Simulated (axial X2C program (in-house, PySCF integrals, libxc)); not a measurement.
# A two-component session on AsC: properties at the nuclei

Aim: properties at the nuclei of AsC, with spin–orbit coupling in the Hamiltonian from the start.

The runs use an in-house X2C program for linear molecules on PySCF integrals; two-component X2C with atomic mean-field terms, As dyall-cv3z, C dyall-v3z.

All values are calculated.

### 1 Set-up

File task.json:

```json
{
 "zs": [
  33,
  6
 ],
 "q": 0,
 "bas": [
  "dyall-cv3z",
  "dyall-v3z"
 ],
 "r0": 1.81,
 "levels": [
  "PBE0",
  "HF",
  "r2SCAN",
  "BHandHLYP",
  "B3LYP"
 ],
 "nst": 3
}
```

Keys: zs atomic numbers; q charge; bas basis sets; r0 starting distance in Å; levels methods (HF also brings MP2); nst determinants followed.

Run with:

```console
python soeom.py task.json out
```

The runs that follow: Expectation values, lowest determinant; Expectation values, a higher determinant.

Q: Predict the outcome of this session. Wanted: lowest determinant; Eeff magnitude; Ws magnitude As; A∥/gI As; qzz As; higher determinant (for each run or level that gives them).

The runs gave:

| quantity | value |
| --- | --- |
| lowest determinant | Ω = 1/2 (excess of +ω over −ω: ω = 1/2) |
| Eeff magnitude (GV/cm), PBE0 | 0.0171 |
| Ws magnitude As (kHz), PBE0 | 0.0334 |
| A∥/gI As (MHz), PBE0 | 141 |
| qzz As (a.u.), PBE0 | -0.63 |
| higher determinant | Ω = 3/2 (excess of +ω over −ω: ω = 3/2) |
| Eeff magnitude (GV/cm), PBE0, higher determinant | 0.14 |
| Ws magnitude As (kHz), PBE0, higher determinant | 0.0239 |
| A∥/gI As (MHz), PBE0, higher determinant | 246 |
| qzz As (a.u.), PBE0, higher determinant | -5.09 |

What this shows: In the first state, the effective field runs from 0.00297 to 0.14 GV/cm over the mean-field levels, so the levels don't agree on it. The expectation values come from single determinants, which for open shells can mix terms of unlike spin or miss the lowest Ω, so a determinant need not be a state. Eeff is the effective electric field on the electron dipole moment in this Ω state and Ws the scalar–pseudoscalar constant (defined with the proton number Z and per Ω); A∥ is the parallel hyperfine constant, which follows by multiplying with the nuclear g factor gI = μI/(I μN); qzz is the electric field gradient, eQq0 = 234.96 MHz × Q/barn × qzz; μ is positive if C is the positive end. The operators were transformed with the bare-nucleus X2C matrices.
